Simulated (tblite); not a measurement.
# H8NO4PSi3: the cost of one run

Computed with tblite 0.8.0 and PySCF 2.14.0; each step states its level. No surroundings beyond the atoms listed, unless a continuum is named. Atoms count from 0, parts from 1.

### 1 The system as given

17 atoms, charge 0, multiplicity 1; geometry: distance geometry start.

### 2 Relaxing the cluster with GFN2-xTB

Job settings and geometry (Å):

```
{"job": {"kind": "relax", "xc": "GFN2-xTB", "basis": "xTB"}, "charge": 0, "multiplicity": 1}
Si     0.873949    -1.011574    -0.503980
N     -0.364756    -2.322503    -0.296897
Si    -1.091639    -2.502661     1.365968
Si    -1.508377    -2.580478    -1.681411
O      1.869578     0.477007    -0.567654
P      2.119012     1.529274     0.771691
O      2.521384     3.096133     0.136692
O      0.682553     1.604752     1.749281
O      3.464902     0.946672     1.710611
H     -0.314876    -1.763758     2.288512
H     -2.411629    -2.040363     1.348980
H     -1.069198    -3.857704     1.753796
H     -2.802281    -2.101846    -1.326104
H     -1.566882    -3.985686    -2.013835
H     -1.060164    -1.854860    -2.807251
H      0.540841     1.088126     2.519548
H      3.354080     0.523253     2.582647
```

Level: GFN2-xTB geometry optimisation, gas phase.

Run with:

```console
OMP_NUM_THREADS=1 python cluster_run.py task.json out
```

One launch serves the whole session: the jobs run in the order shown.

Q: Estimate the wall time of this first job on 1 thread of Arm Neoverse V1, shared host.

About 15 s.
